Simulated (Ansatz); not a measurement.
**CH₃BBrFSi: small, medium and large basis sets**

An exercise on one series of results from a longer session: the logs are not shown, and one member is left open.

Program: Ansatz 0.2.0, Gaussian basis. Level of theory: one geometry, several basis sets. These are calculated values, not measurements.

The runs, in order: PBE0-D4/def2-SVP; ωB97M-V/def2-SVP; PBE0-D4/def2-QZVPP; ωB97M-V/def2-QZVPP; the functionals' def2-TZVPP values are taken from earlier runs.

## Structure used throughout

All runs share one geometry, relaxed beforehand with PBE0-D4 in a triple-zeta def2 set.

8 atoms, charge 0, spin multiplicity 1.

Atoms are counted from 1 here; the program's logs count them from 0.

Bond lengths: F1–B2 1.310 Å, B2–C3 1.517 Å, B2–Si4 1.931 Å, C3–Si4 1.951 Å, C3–H6 1.088 Å, C3–H7 1.097 Å, Si4–Br5 2.215 Å, Si4–H8 1.479 Å. Angles: F1–B2–C3 135.4°, F1–B2–Si4 146.2°, C3–B2–Si4 67.7°, B2–C3–Si4 66.3°, B2–C3–H6 126.0°, B2–C3–H7 114.9°, Si4–C3–H6 136.7°, Si4–C3–H7 93.0°, H6–C3–H7 111.4°, B2–Si4–C3 46.0°, B2–Si4–Br5 121.3°, B2–Si4–H8 129.6°, C3–Si4–Br5 121.8°, C3–Si4–H8 110.2°, Br5–Si4–H8 108.9°.

Set-up of the first run:

in.yaml reads:

```yaml
crystal:
  periodic: [false, false, false]
  atoms:
    - {symbol: F, position_ang: [-1.060373, -0.958596, 1.991118]}
    - {symbol: B, position_ang: [-0.368545, -0.705177, 0.907495]}
    - {symbol: C, position_ang: [0.780577, 0.219340, 0.551223]}
    - {symbol: Si, position_ang: [-0.425621, -0.143444, -0.938917]}
    - {symbol: Br, position_ang: [-1.899261, 1.353611, -1.640234]}
    - {symbol: H, position_ang: [1.098279, 1.092189, 1.118319]}
    - {symbol: H, position_ang: [1.630270, -0.268401, 0.057159]}
    - {symbol: H, position_ang: [0.336774, -0.646723, -2.101962]}
basis:
  gaussian: {orbitals: def2-SVP}
hamiltonian: {xc: pbe0, dispersion: d4}
output: {orbitals: {seedname: orbitals}}
```

Steps of the session up to this table: PBE0-D4 in def2-SVP; ωB97M-V in def2-SVP; PBE0-D4 in def2-QZVPP; ωB97M-V in def2-QZVPP.

One of the session's tables, all rows but one given; the rest of the session is left out.

It belongs to the step «Functionals by basis». 

```
functional       basis  HOMO (eV)  LUMO (eV)
   PBE0-D4    def2-SVP      -6.99      -1.58
   PBE0-D4  def2-TZVPP      -7.03      -1.64
   PBE0-D4  def2-QZVPP      -7.05      -1.67
   ωB97M-V    def2-SVP      -9.03       0.52
   ωB97M-V  def2-TZVPP          ?          ?
   ωB97M-V  def2-QZVPP      -9.12       0.33
```

**Question.** Estimate the row for ωB97M-V, def2-TZVPP.

The run gave: HOMO (eV): -9.10; LUMO (eV): 0.38. In the column «HOMO (eV)» it lies between ωB97M-V, def2-QZVPP (-9.12) and ωB97M-V, def2-SVP (-9.03).
